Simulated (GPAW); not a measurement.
Crystal: NbTe.

```
CELL_PARAMETERS angstrom
3.42570 0.00000 0.00000
0.00000 3.42570 0.00000
0.00000 0.00000 3.42570
ATOMIC_POSITIONS crystal
Nb 0.50000 0.50000 0.50000
Te 0.00000 0.00000 0.00000
```

The cell was built by a generator and needn't be a form met in nature.

Base run:

| Item | Value |
| --- | --- |
| Program | GPAW 26.7.0 |
| Functional | BLYP |
| Potentials or basis | PAW data sets generated in the run's folder for this functional |
| Cutoff | 600 eV |
| Basis | pw |
| k mesh | 8 × 8 × 8 |
| Occupations | fermi-dirac, width 0.05 eV |
| Spin | no spin polarisation |

Its results: pressure 7.4 GPa.

Problem. After a change of settings the same cell gave: pressure -0.6 GPa. Which change was it?
A. functional from BLYP to PW91
B. functional from BLYP to TPSS; potentials or basis from PAW data sets generated in the run's folder for this functional to GPAW PAW data sets (gpaw-data 1.2.1)
C. functional from BLYP to PBEsol
D. functional from BLYP to RPBE; potentials or basis from PAW data sets generated in the run's folder for this functional to the program's PAW data sets (release 1.2.1) made for this functional

Solution. A.

PW91 binds more tightly than BLYP, so the same cell stands under less pressure.
